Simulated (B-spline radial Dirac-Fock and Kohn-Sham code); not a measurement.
**Ag⁹⁺: core levels and X-ray properties**

Wanted for Ag⁹⁺: its X-ray form factor and Compton profile and the binding energy of each subshell.

Program: B-spline radial Dirac-Fock and Kohn-Sham code, version 2. Model: a free atom or ion on a radial basis; each step names its model. All values are calculated, but those marked as tabulated.

## 1. The atom as given

Ag⁹⁺, configuration [Kr] 4d2.

| Property | Result |
| --- | --- |
| nuclear charge | 47 |
| electrons | 38 |
| mass number | 107 |
| nuclear rms radius | 4.5454 fm |

Outer shells as boxes (Hund's rule, for the drawing alone; heavy ions are jj-coupled, and the calculation averages over the configuration):

```
[Kr] core
4d [↑ ][↑ ][  ][  ][  ]
```

## 2. Scattering by the electron cloud

Model: Dirac-Fock average of configuration, finite nucleus; form factor of the spherical density, Waller-Hartree incoherent function, impulse-approximation Compton profiles.

Settings, as recorded:

```ini
task = scatter
Z = 47
charge = 9
configuration = 1s2 2s2 2p6 3s2 3p6 3d10 4s2 4p6 4d2
mass_number = 107
rms_radius = 4.5454  # fm
s = [0.0, 0.05, 0.1, 0.15, 0.2, 0.25, 0.3, 0.35, 0.4, 0.45, 0.5, 0.6, 0.7, 0.8, 0.9, 1.0, 1.1, 1.2, 1.4, 1.6, 1.8, 2.0, 2.5, 3.0, 3.5, 4.0, 5.0, 6.0]  # 1/A
pz = [0, 0.1, 0.2, 0.3, 0.4, 0.5, 0.6, 0.8, 1.0, 1.2, 1.4, 1.6, 1.8, 2.0, 2.5, 3.0, 4.0, 5.0, 7.0, 10.0, 15.0, 20.0, 30.0, 40.0, 60.0, 100.0]  # a.u.
photon_energy = [1000, 5000, 8047.8, 10000, 30000, 50000, 500000, 1000000]  # eV
```

The program writes no log. Results of the run, from its result record (rounded, main fields):

```text
{
  "status": "converged",
  "form_factor [e]": [38.0, 37.768, 37.091, 36.021, 34.635, 33.027, 31.292, 29.519, 27.78, 26.13, 24.603, 21.962, 19.832, 18.081, 16.571, 15.201, 13.921, 12.717, 10.568, 8.8412, 7.5547, 6.6439, 5.3567, 4.582, 3.8813, 3.2247, 2.2146, 1.6379],
  "incoherent": [-1.5231e-12, 0.22868, 0.88288, 1.8773, 3.0989, 4.4367, 5.8032, 7.1436, 8.4314, 9.6587, 10.825, 12.978, 14.881, 16.533, 17.968, 19.241, 20.401, 21.478, 23.429, 25.132, 26.604, 27.869, 30.304, 32.023, 33.288, 34.23, 35.446, 36.136],
  "compton_total [1/a.u.]": [4.115, 4.1112, 4.0996, 4.0803, 4.053, 4.0176, 3.9739, 3.8616, 3.7169, 3.5427, 3.3453, 3.1328, 2.9149, 2.7009, 2.2287, 1.8822, 1.474, 1.2073, 0.77637, 0.40628, 0.17522, 0.088383, 0.029463, 0.012443, 0.0030931, 0.0003768],
  "shells": ["1s1/2", "2s1/2", "2p1/2", "2p3/2", "3s1/2", "3p1/2", "3p3/2", "3d3/2", "3d5/2", "4s1/2", "4p1/2", "4p3/2", "4d3/2", "4d5/2"],
  "occupation": [2.0, 2.0, 2.0, 4.0, 2.0, 2.0, 4.0, 4.0, 6.0, 2.0, 2.0, 4.0, 0.8, 1.2],
  "mean_momentum [a.u.]": [42.577, 14.968, 20.068, 19.209, 7.1426, 8.5289, 8.2804, 9.777, 9.682, 3.3868, 3.7543, 3.6738, 3.8754, 3.8489],
  "r2 [bohr^2]": 12.664,
  "r_inverse [1/bohr]": 267.93,
  "r1 [bohr]": 16.72,
  "coherent [b]": [945.54, 697.59, 510.87, 426.01, 113.03, 52.547, 0.80223, 0.20496],
  "incoherent_cross_section [b]": [0.19494, 3.2139, 5.6654, 6.9956, 13.866, 15.98, 10.821, 7.9799],
  "radial_jk": {
    "4d": {"j0": [1.0, 0.97772, 0.91359, 0.81517, 0.69339, 0.56064, 0.42869, 0.30722, 0.20289, 0.11917, 0.056694, -0.011913, -0.026964, -0.014875, 0.0052613, 0.023107, 0.034786, 0.040072, 0.037172, 0.026484, 0.015573, 0.0072324, -0.0023448, -0.0036069, -0.0027089, -0.0016826, -0.00051031, -0.00012253], "j2": [0.0, 0.008871, 0.033951, 0.070997, 0.11402, 0.15654, 0.19285, 0.21883, 0.23241, 0.23347, 0.22345, 0.18023, 0.12441, 0.072903, 0.034145, 0.0096658, -0.0027797, -0.0066897, -0.001465, 0.007944, 0.014757, 0.017861, 0.01568, 0.0099082, 0.005496, 0.0028388, 0.00063401, 8.1924e-05], "j4": [0.0, 2.9176e-05, 0.00044867, 0.0021272, 0.0061397, 0.013363, 0.024142, 0.03814, 0.054382, 0.071471, 0.087871, 0.11333, 0.12401, 0.11966, 0.10437, 0.08355, 0.061822, 0.042232, 0.014394, 0.0012229, -0.0022368, -0.00089257, 0.0061976, 0.0092852, 0.0088898, 0.0072166, 0.0039293, 0.0019702], "r2": 1.2216, "r4": 2.2862, "r6": 6.0465}
  }
}
```

The scattering functions against s = sin θ / λ:

```tsv
s (1/Å)	f (e)	f / N	S(s)
0	38.00	1.000	0
0.100	37.09	0.976	0.8829
0.200	34.64	0.911	3.099
0.300	31.29	0.823	5.803
0.400	27.78	0.731	8.431
0.500	24.60	0.647	10.83
0.700	19.83	0.522	14.88
0.900	16.57	0.436	17.97
1.10	13.92	0.366	20.40
1.40	10.57	0.278	23.43
1.80	7.555	0.199	26.60
2.50	5.357	0.141	30.30
3.50	3.881	0.102	33.29
5.00	2.215	0.058	35.45
```

## 3. Binding energies

Model: Dirac-Fock average of configuration, Delta-SCF, finite nucleus, first-order Breit with its frequency dependence, self-energy and vacuum polarisation.

The run's settings:

```ini
task = binding
```

The program writes no log. Results of the run, from its result record (rounded, main fields):

```text
{
  "status": "converged",
  "shells": ["K", "L1", "L2", "L3", "M1", "M2", "M3", "M4", "M5", "N1", "N2", "N3", "N4,5"],
  "total_energy_parts [Ha]": [-5291.3698, 3.97571348, -0.401938063, -0.0309891412, 2.68534849, -0.32729902],
  "koopmans [eV]": [25840.5, 4041.33, 3756.55, 3580.36, 918.86, 804.401, 772.138, 571.222, 564.812, 274.803, 232.554, 226.264, 165.949],
  "dirac_coulomb [eV]": [25785.2, 4015.43, 3727.47, 3552.25, 911.398, 796.58, 764.662, 562.492, 556.23, 273.746, 231.539, 225.312, 165.257],
  "gaunt [eV]": [-56.6703, -4.96349, -8.92886, -6.40174, -0.67528, -1.31226, -0.855562, -0.342539, -0.141984, -0.126526, -0.231484, -0.143329, -0.0109229],
  "retardation [eV]": [4.04392, 0.305665, 0.990477, 0.989585, 0.0322229, 0.146237, 0.145931, 0.0206613, 0.0203645, 0.00824117, 0.028332, 0.0285675, 0.00384065],
  "breit_frequency [eV]": [0.372961, -0.0391825, -0.00240912, 0.160153, -0.00968958, -0.00641572, 0.0260041, -0.00516502, -0.00255547, -0.00221988, -0.00165655, 0.00483185, -0.000844836],
  "self_energy [eV]": [-30.0724, -3.59553, 0.292451, -0.0453641, -0.699538, 0.0601526, -7.89521e-05, 0.0707578, 0.0512073, -0.141964, 0.0147057, 0.00287934, 0.0120486],
  "vacuum_polarisation [eV]": [3.78485, 0.419669, -0.0158782, -0.0254445, 0.0791634, -0.00435254, -0.00636899, -0.0058857, -0.00578056, 0.0161246, -0.0011006, -0.00150609, -0.00117791],
  "binding [eV]": [25706.6, 4007.55, 3719.8, 3546.93, 910.125, 795.463, 763.972, 562.23, 556.152, 273.499, 231.348, 225.204, 165.26],
  "mean_radius [bohr]": [0.0311031, 0.134299, 0.114186, 0.119206, 0.365329, 0.35748, 0.367812, 0.341512, 0.344885, 0.867749, 0.90769, 0.928339, 1.03649]
}
```

total_energy_parts: Dirac-Coulomb, Gaunt, retardation, frequency dependence, self-energy, vacuum polarisation. 

The binding energies by parts, in eV; the parts add up.

```tsv
level	-ε	relaxation	Breit	QED	binding
1s	25840.5	-55.34	-52.25	-26.29	25706.6
2s	4041.3	-25.91	-4.70	-3.18	4007.6
2p1/2	3756.5	-29.08	-7.94	0.28	3719.8
2p3/2	3580.4	-28.11	-5.25	-0.07	3546.9
3s	918.9	-7.46	-0.65	-0.62	910.1
3p1/2	804.4	-7.82	-1.17	0.06	795.5
3p3/2	772.1	-7.48	-0.68	-0.01	764.0
3d3/2	571.2	-8.73	-0.33	0.06	562.2
3d5/2	564.8	-8.58	-0.12	0.05	556.2
4s	274.8	-1.06	-0.12	-0.13	273.5
4p1/2	232.6	-1.01	-0.20	0.01	231.3
4p3/2	226.3	-0.95	-0.11	0.00	225.2
4d	165.9	-0.69	-0.01	0.01	165.3
```

X-ray lines as differences of these levels:

```tsv
line	energy (eV)
Kβ2' (K-N3)	25481.4
Kβ2'' (K-N2)	25475.3
Kβ1 (K-M3)	24942.7
Kβ3 (K-M2)	24911.2
Kα1 (K-L3)	22159.7
Kα2 (K-L2)	21986.8
Lγ3 (L1-N3)	3782.3
Lγ2 (L1-N2)	3776.2
Lγ5 (L2-N1)	3446.3
Lβ6 (L3-N1)	3273.4
Lβ3 (L1-M3)	3243.6
Lβ4 (L1-M2)	3212.1
Lβ1 (L2-M4)	3157.6
Lα1 (L3-M5)	2990.8
```

## 4. Results

```
                             quantity         value
     rms radius of the electron cloud    0.577 bohr
                form factor halves at      0.75 1/Å
              Compton profile at zero  4.115 1/a.u.
         deepest level listed, K (1s)    25706.6 eV
               least bound, N4,5 (4d)      165.3 eV
                                  Kα1    22159.7 eV
ionisation energy, NIST (theoretical)    167.000 eV
```

f falls from 38 to half of that at s = 0.75 1/Å. Incoherent scattering outweighs coherent from 500 keV on, among the energies asked. For K (1s), relaxation takes off 55.3 eV, Breit terms shift it by -52.25 and QED by -26.29 eV. NIST's ionisation energy differs by +1.74 eV from the least binding energy, within its stated uncertainty. The Hartree-Fock and Dirac-Fock values hold no electron correlation.
